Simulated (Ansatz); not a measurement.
# SnH3Cl (SMILES [H][Sn]([H])([H])[Cl]): CCSD/STO-3G

Aim: the energy change on altering one bond length of SnH3Cl at CCSD/STO-3G, from 2 runs. 

The results are computed with Ansatz 0.2.0.

58 further runs of the same task are left out: 6 that didn't finish, 52 set aside as unsound or not needed.

## Step 1: Starting point

SnH3Cl has 5 atoms, charge 0, and is taken as a singlet. As SMILES, `[H][Sn]([H])([H])[Cl]`. The shape comes from GFN2-xTB, which is rough for such elements, and wasn't checked as a minimum.

Bond lengths: Sn1–Cl2 2.281 Å, Sn1–H3 1.674 Å, Sn1–H4 1.674 Å, Sn1–H5 1.674 Å. Angles: Cl2–Sn1–H3 108.3°, Cl2–Sn1–H4 108.1°, Cl2–Sn1–H5 108.2°, H3–Sn1–H4 110.7°, H3–Sn1–H5 110.8°, H4–Sn1–H5 110.7°.

## Step 2: The energy at CCSD/STO-3G

Contents of in.yaml:

```yaml
crystal:
  periodic: [false, false, false]
  atoms:
    - symbol: Sn
      position_ang: [-0.000010, 0.000870, -0.142560]
    - symbol: Cl
      position_ang: [0.011570, -0.019280, 2.138020]
    - symbol: H
      position_ang: [1.586650, 0.010950, -0.675080]
    - symbol: H
      position_ang: [-0.803020, 1.380470, -0.647070]
    - symbol: H
      position_ang: [-0.795190, -1.373000, -0.673310]
basis:
  gaussian: {orbitals: STO-3G}
correlation: {method: ccsd, frozen_orbitals: {Cl: 5, H: 0, Sn: 18}}
accuracy: high
scf: {omitted_lower_state_checks: [cluster_reference, increment]}
```

Started as:

```console
$ ansatz run in.yaml --threads 1 --pin off --max-ram 2610MiB --events-out events.jsonl --progress --plain --runs-dir runs
```

What it wrote (excerpt; [...] marks lines left out):

```text
Warning: RAYON_NUM_THREADS=1 ignored (pool sized by the plan → 1); use --threads N
Functional definition: HF
  name "HF"
[...]
713 factors; integrals over basis functions are off by at most 4.9e-9 eV
[...]
mean field -174688.86066714 eV, -6419.6972211549 hartree, gradient 8.6e-8 eV, S^2 0.000000; 0 other end points of the search recorded, 0 dependent functions left out
23 core orbitals not correlated: weight in the atoms' cores, before any rotation towards them, 1.000 or more for the frozen orbitals, at most 0.000 for the correlated occupied ones
reference -174688.86066714 eV, -6419.6972211549 hartree; 12, 12 occupied and 4, 4 virtual orbitals, 713 factors
second order -1.05221303 eV of doubles, -0.00000000 eV of singles
cycle   1  -1.37078043 eV  change   -3.2e-1 eV  update   5.1e-2
[...]
cycle  16  -1.55581814 eV  change  -6.3e-11 eV  update   1.9e-9
Total energy: -174690.41648528 eV, -6419.7543964169 hartree
Checks for a lower state left out: cluster_reference, increment
```

Wall time 0.76 s (1 thread of Arm Neoverse V1, shared host); peak memory 0.098 GiB.

## Step 3: The distorted shape

Contents of input.yaml:

```yaml
crystal:
  periodic: [false, false, false]
  atoms:
    - {symbol: Sn, position_ang: [0.198776, 0.344321, -0.009879]}
    - {symbol: Cl, position_ang: [0.210356, 0.324171, 2.270701]}
    - {symbol: H, position_ang: [1.785436, 0.354401, -0.542399]}
    - {symbol: H, position_ang: [-0.604234, 1.723921, -0.514389]}
    - {symbol: H, position_ang: [-0.795190, -1.373000, -0.673310]}
basis:
  gaussian: {orbitals: STO-3G}
correlation: {method: ccsd, frozen_orbitals: {Cl: 5, H: 0, Sn: 18}}
accuracy: high
scf: {omitted_lower_state_checks: [cluster_reference, increment]}
```

Started as:

```console
$ ansatz run input.yaml --threads 1 --pin off --max-ram 2610MiB --events-out events.jsonl --progress --plain --runs-dir runs
```

What it wrote (excerpt; [...] marks lines left out):

```text
Warning: RAYON_NUM_THREADS=1 ignored (pool sized by the plan → 1); use --threads N
[... 2 set-up lines as earlier in the session ...]
[...]
712 factors; integrals over basis functions are off by at most 4.9e-9 eV
[...]
mean field -174687.46820540 eV, -6419.6460491297 hartree, gradient 6.3e-9 eV, S^2 0.000000; 0 other end points of the search recorded, 0 dependent functions left out
23 core orbitals not correlated: weight in the atoms' cores, before any rotation towards them, 1.000 or more for the frozen orbitals, at most 0.000 for the correlated occupied ones
reference -174687.46820540 eV, -6419.6460491297 hartree; 12, 12 occupied and 4, 4 virtual orbitals, 712 factors
second order -1.23526669 eV of doubles, -0.00000000 eV of singles
cycle   1  -1.64635829 eV  change   -4.1e-1 eV  update   6.5e-2
[...]
cycle  18  -1.91240017 eV  change   -2.2e-9 eV  update   1.5e-9
Total energy: -174689.38060557 eV, -6419.7163285397 hartree
Checks for a lower state left out: cluster_reference, increment
```

It took 0.78 s on 1 thread of Arm Neoverse V1, shared host; peak memory 0.098 GiB.

## Step 4: Summary of results

At CCSD/STO-3G, 23 core orbitals frozen:

```
                                                          quantity           value
                                         first shape: total energy  -6419.75440 Eh
         first shape: correlation energy (23 core orbitals frozen)       -57.2 mEh
                                        first shape: T1 diagnostic           0.004
                                     distorted shape: total energy  -6419.71633 Eh
     distorted shape: correlation energy (23 core orbitals frozen)       -70.3 mEh
                                    distorted shape: T1 diagnostic           0.004
energy change with the Sn1–H5 bond stretched from 1.674 to 2.092 Å        1.036 eV
```

What this shows: With the Sn1–H5 bond stretched from 1.674 to 2.092 Å the energy rises by 1.04 eV (24 kcal/mol). The first shape isn't relaxed at this level, so the change isn't measured from a minimum. The minimal basis adds a large error of its own. Relativity is left out (first shape) although the molecule holds a heavy atom. Relativity is left out (distorted shape) although the molecule holds a heavy atom.
